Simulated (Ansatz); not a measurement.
# AlH₄NSe (SMILES [NH2][AlH][SeH]): functionals against CCSD(T) at one geometry

One table from this session's results is given with a row withheld; the runs are named, their logs left out.

Computed with Ansatz 0.2.0, Gaussian basis. Level: single points in def2-TZVPP.

Cores are frozen in the correlated methods. Filled d shells of the heavier atoms are correlated.

## The starting structure

SMILES `[NH2][AlH][SeH]`, 7 atoms, charge 0, spin multiplicity 1.

Atoms are counted from 1 here; the program's logs count them from 0.

Bond lengths: N1–Al2 1.774 Å, N1–H4 0.958 Å, N1–H5 1.052 Å, Al2–Se3 2.307 Å, Al2–H6 1.507 Å, Se3–H7 1.431 Å. Angles: Al2–N1–H4 119.3°, Al2–N1–H5 123.6°, H4–N1–H5 117.0°, N1–Al2–Se3 121.8°, N1–Al2–H6 118.3°, Se3–Al2–H6 119.5°, Al2–Se3–H7 90.1°.

As a file:

```xyz
7
AlH4NSe
N    -0.7372    0.6944   -0.7151
Al   -0.3064   -0.3733    0.6341
Se    1.8864   -0.9210    1.0971
H    -1.6616    0.8482   -0.9150
H    -0.0290    1.1730   -1.3291
H    -1.3920   -0.7797    1.5972
H     2.2155   -0.7859   -0.2885
```

The first run:

Contents of run/in.yaml:

```yaml
crystal:
  periodic: [false, false, false]
  atoms:
    - {symbol: N, position_ang: [-0.737200, 0.694400, -0.715100]}
    - {symbol: Al, position_ang: [-0.306400, -0.373300, 0.634100]}
    - {symbol: Se, position_ang: [1.886400, -0.921000, 1.097100]}
    - {symbol: H, position_ang: [-1.661600, 0.848200, -0.915000]}
    - {symbol: H, position_ang: [-0.029000, 1.173000, -1.329100]}
    - {symbol: H, position_ang: [-1.392000, -0.779700, 1.597200]}
    - {symbol: H, position_ang: [2.215500, -0.785900, -0.288500]}
basis:
  gaussian: {orbitals: def2-TZVPP}
correlation: {method: ccsd_t}
output: {forces: true}
```

The command line of these runs was not kept.

Steps of the session up to this table: CCSD(T)/def2-TZVPP; PBE0-D4/def2-TZVPP; wB97M-V/def2-TZVPP; r2SCAN-D4/def2-TZVPP; PBE-D4/def2-TZVPP; revPBE-D4/def2-TZVPP; CAM-B3LYP-D4/def2-TZVPP.

One table of the session follows, with a row left open; its other results are not shown here.

| method | RMS force component (eV/Å) | angle to CCSD(T) forces (°) | dipole (D) |
| --- | --- | --- | --- |
| CCSD(T) | 1.197 | reference | 1.96 |
| PBE0-D4 | 1.219 | 2.5 | 1.96 |
| wB97M-V | 1.193 | 1.9 | 1.97 |
| r2SCAN-D4 | 1.207 | 1.9 | 2.03 |
| PBE-D4 | 1.246 | 7.1 | 1.95 |
| revPBE-D4 | 1.247 | 7.8 | 1.94 |
| CAM-B3LYP-D4 | ? | ? | ? |

Q: Estimate the row for CAM-B3LYP-D4 from the others.

As computed: RMS force component (eV/Å): 1.200; angle to CCSD(T) forces (°): 3.2; dipole (D): 1.98. In the column «RMS force component (eV/Å)» it lies between CCSD(T) (1.197) and r2SCAN-D4 (1.207).
